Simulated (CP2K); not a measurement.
Here is a CP2K 2026.2 calculation.

bite_bands.inp

```
&GLOBAL
  PROJECT bite_bands
  RUN_TYPE ENERGY_FORCE
  PRINT_LEVEL LOW
&END GLOBAL
&FORCE_EVAL
  METHOD QS
  STRESS_TENSOR ANALYTICAL
  &DFT
    BASIS_SET_FILE_NAME BASIS_MOLOPT_UZH
    POTENTIAL_FILE_NAME POTENTIAL_UZH
    &MGRID
      CUTOFF 450
      REL_CUTOFF 60
      NGRIDS 5
    &END MGRID
    &QS
      METHOD GPW
      EPS_DEFAULT 1.0E-10
    &END QS
    &KPOINTS
      SCHEME MONKHORST-PACK 7 7 7
      GAMMA_CENTERED T
      SYMMETRY T
      SYMMETRY_BACKEND SPGLIB
    &END KPOINTS
    &SCF
      SCF_GUESS ATOMIC
      EPS_SCF 1.0E-6
      MAX_SCF 100
      ADDED_MOS 10
      CHOLESKY OFF
      EPS_EIGVAL 1.0E-7
      &DIAGONALIZATION ON
        ALGORITHM STANDARD
      &END DIAGONALIZATION
      &MIXING ON
        METHOD BROYDEN_MIXING
        ALPHA 0.4
        BETA 1.5
        NBUFFER 8
      &END MIXING
      &SMEAR ON
        METHOD FERMI_DIRAC
        ELECTRONIC_TEMPERATURE 300.56
      &END SMEAR
    &END SCF
    &XC
      &XC_FUNCTIONAL PBE
      &END XC_FUNCTIONAL
    &END XC
    &PRINT
      &KPOINTS ON
      &END KPOINTS
      &MULLIKEN ON
      &END MULLIKEN
      &MO ON
        ENERGIES T
        OCCUPATION_NUMBERS T
        &EACH
          QS_SCF 0
        &END EACH
        ADD_LAST NUMERIC
      &END MO
      &BAND_STRUCTURE
        FILE_NAME bands.bs
        ADDED_MOS 4
        &KPOINT_SET
          UNITS B_VECTOR
          NPOINTS 6
          SPECIAL_POINT GAMMA 0.00000000 0.00000000 0.00000000
          SPECIAL_POINT X 0.50000000 0.00000000 0.50000000
          SPECIAL_POINT W 0.50000000 0.25000000 0.75000000
          SPECIAL_POINT K 0.37500000 0.37500000 0.75000000
          SPECIAL_POINT GAMMA 0.00000000 0.00000000 0.00000000
          SPECIAL_POINT L 0.50000000 0.50000000 0.50000000
          SPECIAL_POINT U 0.62500000 0.25000000 0.62500000
          SPECIAL_POINT W 0.50000000 0.25000000 0.75000000
          SPECIAL_POINT L 0.50000000 0.50000000 0.50000000
          SPECIAL_POINT K 0.37500000 0.37500000 0.75000000
        &END KPOINT_SET
        &KPOINT_SET
          UNITS B_VECTOR
          NPOINTS 6
          SPECIAL_POINT U 0.62500000 0.25000000 0.62500000
          SPECIAL_POINT X 0.50000000 0.00000000 0.50000000
        &END KPOINT_SET
      &END BAND_STRUCTURE
    &END PRINT
  &END DFT
  &SUBSYS
    &CELL
      ABC 4.5749808743 4.5749808743 4.5749808743
      ALPHA_BETA_GAMMA 60.0000000001 60.0000000008 60.0000000007
      PERIODIC XYZ
    &END CELL
    &COORD
      Bi  0.0000000000 0.0000000000 0.0000000000
      Te  4.5749808743 2.6413664394 1.8677281209
    &END COORD
    &KIND Bi
      BASIS_SET TZVP-MOLOPT-PBE-GTH-q5
      POTENTIAL GTH-PBE-q5
    &END KIND
    &KIND Te
      BASIS_SET TZVP-MOLOPT-PBE-GTH-q6
      POTENTIAL GTH-PBE-q6
    &END KIND
    &PRINT
      &ATOMIC_COORDINATES ON
      &END ATOMIC_COORDINATES
      &CELL ON
      &END CELL
    &END PRINT
  &END SUBSYS
  &PRINT
    &FORCES ON
    &END FORCES
    &STRESS_TENSOR ON
    &END STRESS_TENSOR
  &END PRINT
&END FORCE_EVAL
```

Potentials or basis: POTENTIAL_UZH Bi GTH-PBE-q5, Te GTH-PBE-q6; TZVP-MOLOPT-PBE-GTH basis.

Launch:

```console
$ OMP_NUM_THREADS=1 cp2k.psmp -i bite_bands.inp -o bite_bands.out
```

Problem. Estimate the band gap on the k mesh.

Solution. None (metal or under the smearing width).

Problem. Predict the Mulliken charges.

Solution. Bi +0.30; Te -0.30 e.

Problem. Predict the pressure.

Solution. 1.5 GPa.

Levels at the corners of the path, in eV from the Fermi level:
| point | band 1 | band 2 | band 3 | band 4 | band 5 | band 6 | band 7 | band 8 | band 9 | band 10 |
| --- | --- | --- | --- | --- | --- | --- | --- | --- | --- | --- |
| Γ | -13.63 | -8.09 | -2.58 | -2.58 | -2.58 | 2.25 | 2.25 | 2.25 | 5.58 | 5.58 |
| X | -11.87 | -9.98 | -5.80 | -4.10 | -4.10 | 2.87 | 3.70 | 3.70 | 5.01 | 8.94 |
| W | -11.33 | -10.90 | -5.10 | -5.10 | -1.65 | -0.29 | 4.11 | 4.11 | 6.25 | 6.25 |
| K | -11.52 | -10.73 | -5.43 | -3.62 | -3.55 | 1.96 | 2.04 | 4.44 | 4.77 | 8.86 |
| Γ | -13.63 | -8.09 | -2.58 | -2.58 | -2.58 | 2.25 | 2.25 | 2.25 | 5.58 | 5.58 |
| L | -11.66 | -11.29 | -2.06 | -2.06 | -1.59 | -0.88 | -0.67 | -0.67 | 8.73 | 9.16 |
| U | -11.52 | -10.73 | -5.43 | -3.62 | -3.55 | 1.96 | 2.04 | 4.44 | 4.77 | 8.86 |
| W | -11.33 | -10.90 | -5.10 | -5.10 | -1.65 | -0.29 | 4.11 | 4.11 | 6.25 | 6.25 |
| L | -11.66 | -11.29 | -2.06 | -2.06 | -1.59 | -0.88 | -0.67 | -0.67 | 8.73 | 9.16 |
| K | -11.52 | -10.73 | -5.43 | -3.62 | -3.55 | 1.96 | 2.04 | 4.44 | 4.77 | 8.86 |
| U | -11.52 | -10.73 | -5.43 | -3.62 | -3.55 | 1.96 | 2.04 | 4.44 | 4.77 | 8.86 |
| X | -11.87 | -9.98 | -5.80 | -4.10 | -4.10 | 2.87 | 3.70 | 3.70 | 5.01 | 8.94 |

Caveat: spin-orbit coupling is left out, which moves the levels of the heavy elements; the basis of atomic orbitals isn't converged, which shifts pressures, moduli and gaps.
